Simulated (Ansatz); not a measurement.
Crystal: Cd2S.

```
CELL_PARAMETERS angstrom
3.96267 0.00000 0.00000
-1.98134 3.43177 0.00000
0.00000 0.00000 5.80919
ATOMIC_POSITIONS crystal
Cd 0.33333 0.66667 0.93272
Cd 0.66667 0.33333 0.57873
S 0.33333 0.66667 0.36571
```

The cell comes from a database or a generator and needn't be the stable form of this composition.

Base run:

| Quantity | Value |
| --- | --- |
| Program | Ansatz 0.2.0 |
| Functional | PBE0 |
| Potentials or basis | Ansatz PAW |
| Cutoff | 420 eV (not typed: the program's choice for these potentials) |
| k mesh | 6 × 6 × 4 |
| Occupations | fermi-dirac, width 0.05 eV |
| Spin | no spin polarisation |

Its results: band gap on the k mesh 0.72 eV, indirect (least direct gap 1.19 eV); pressure -1.5 GPa; largest force 0.243 eV/Å.

Q: The run is repeated on the same cell with these changes: functional from PBE0 to HSE06. What comes out?

A: Band gap on the k mesh 0.26 eV, indirect (least direct gap 0.75 eV); pressure -1.3 GPa; largest force 0.242 eV/Å.

Caveats: the PAW data sets come from PBE, with cores solved anew for the run's functional, which leaves a small shift of forces and pressure; the thresholds are loose for stress.

A k mesh can miss the band edges.
